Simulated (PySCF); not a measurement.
# F6P (hexafluorophosphate): the cost of one run

The runs use PySCF 2.14.0, with density-fitted response routines of our own; the level of theory stands in each step. All values are computed, except where a source is named. Atoms are numbered from 0 throughout.

### 1 The molecule as given

7 atoms, charge -1, multiplicity 1; geometry from: GFN2-xTB.

Bonds of the start (Å): F0–P1 1.63, P1–F2 1.63, P1–F3 1.63, P1–F4 1.63, P1–F5 1.63, P1–F6 1.63.

### 2 Geometry optimisation at PBE0-D3(BJ)/def2-SVP

The job: settings as JSON, then the geometry in Å.

```
{"job": {"xc": "PBE0", "basis": "def2-SVP", "d3": "d3bj", "grid": 1, "kind": "geom"}, "charge": -1, "multiplicity": 1}
F     -0.618281    -1.489140     0.220833
P      0.000454     0.000676    -0.003844
F      0.928687    -0.566989    -1.215911
F     -0.927792     0.568229     1.208208
F      1.187125    -0.331277     1.061597
F     -1.186071     0.332679    -1.069295
F      0.619211     1.490726    -0.228666
```

Launch:

```console
OMP_NUM_THREADS=1 python probes_run.py task.json out
```

This one command runs all jobs of the session in turn.

Q: Estimate the wall time and peak memory of this first job on 1 thread of Intel Xeon Platinum 8375C at 2.90GHz, shared host.

About 18 s, with a peak of 0.43 GiB.
